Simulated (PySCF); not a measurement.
# C6H8FNO: the cost of one run

Programs: PySCF 2.14.0, with routines of our own; each step states its level. All values are computed. Atoms count from 0.

## 1. The system as given

17 atoms, charge 0, multiplicity 1; geometry from: GFN2-xTB.

## 2. Optimising the geometry at HF/def2-SV(P)

The job: settings as JSON, then the geometry in Å.

```
{"job": {"xc": "HF", "basis": "def2-SV(P)", "grid": 1, "kind": "geom"}, "charge": 0, "multiplicity": 1}
C      2.364249    -0.101483     0.113259
N      0.925797    -0.051988    -0.031458
C      0.336240     1.191451    -0.233282
C     -0.969731     1.369587    -0.067193
F     -1.526058     2.588563    -0.246182
C     -1.880790     0.250026     0.312471
C     -1.290021    -1.039463    -0.249677
C      0.191986    -1.200582     0.050825
O      0.701020    -2.276237     0.283981
H      2.649468    -1.143575     0.245388
H      2.682018     0.474151     0.984318
H      2.848175     0.298628    -0.779212
H      1.002136     1.995686    -0.502123
H     -2.879278     0.426690    -0.090173
H     -1.965677     0.191854     1.403211
H     -1.810098    -1.915740     0.136282
H     -1.386432    -1.045537    -1.340346
```

Launch:

```console
OMP_NUM_THREADS=1 python excited_run.py task.json out
```

This one command runs all jobs of the session in turn.

**Question.** How long does this first job take on 1 thread of Arm Neoverse N1, shared host, and how much memory does it need?

About 73 s, with a peak of 0.54 GiB.
